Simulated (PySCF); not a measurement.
**A gas-phase reaction: GaH3O3 + ClH → ClGaH2O2 + H2O**

Aim: the reaction energy of `[OH][Ga]([OH])[OH]` + `Cl` → `[OH][Ga]([OH])[Cl]` + `O`.

Computed with PySCF 2.14.0; each step states its level. No surroundings beyond the atoms listed, unless a continuum is named. Atoms count from 0, parts from 1.

## 1. Starting point

Each species was relaxed by itself at PBE0-D3(BJ)/def2-SVPD.

## 2. Energies of the species: wB97M-D3(BJ)/def2-TZVPD

Job settings and geometry (Å):

```
{"job": {"kind": "react", "xc": "wB97M-D3(BJ)", "basis": "def2-TZVPD"}, "charge": 0, "multiplicity": 1}
-1 GaH3O3 charge 0 multiplicity 1
O     -0.249840    -1.514770    -0.577660
Ga     0.153910     0.138130    -0.028320
O      1.501680     0.980760    -0.813020
O     -0.697050     1.020510     1.260830
H     -0.986920    -1.949870    -0.142340
H      1.941480     0.470660    -1.498770
H     -1.431680     0.563660     1.677270

-1 ClH charge 0 multiplicity 1
Cl     0.644660    -0.005610     0.005780
H     -0.643450     0.006770    -0.005640

+1 ClGaH2O2 charge 0 multiplicity 1
O     -0.461850     0.516150     1.499390
Ga     0.423320     0.422680    -0.041260
O      0.092230    -0.745000    -1.342380
Cl     1.998080     1.816280    -0.349790
H     -1.170720    -0.121230     1.622050
H     -0.628780    -1.361340    -1.186780

+1 H2O charge 0 multiplicity 1
O     -0.000260     0.389280     0.009640
H     -0.762750    -0.195150    -0.005230
H      0.763040    -0.194100    -0.004420
```

Method: wB97M-D3(BJ)/def2-TZVPD reaction energy of separated species, gas phase.

Command:

```
> OMP_NUM_THREADS=1 python cluster_run.py task.json out
```

The driver reads the jobs from task.json and runs them one after another.

**Question.** The jobs that follow are: PBE0-D3(BJ)/def2-TZVPD reaction energy of separated species, gas phase. Predict: reaction energy (wB97M-D3(BJ)/def2-TZVPD); ΔH, ΔG at 298 K (xTB thermal terms). Thermal terms come from harmonic xTB runs on each species.

The runs gave:

| quantity | value |
| --- | --- |
| reaction energy (wB97M-D3(BJ)/def2-TZVPD) | -14.19 kcal/mol |
| ΔH, ΔG at 298 K (xTB thermal terms) | -12.0, -12.0 kcal/mol |
| range of the reaction energy over the runs of this table | -15.16 to -14.19 kcal/mol |

**Reading.** The reaction is exothermic by 12.0 kcal/mol in the gas phase; dispersion gives -0.06, and xTB itself gave -17.09 for the electronic energy (xTB energies and thermal terms come from the earlier relaxation of each species, not shown). No barrier was sought. The reaction energy runs from -15.16 (PBE0-D3(BJ)/def2-TZVPD) to -14.19 kcal/mol (wB97M-D3(BJ)/def2-TZVPD).
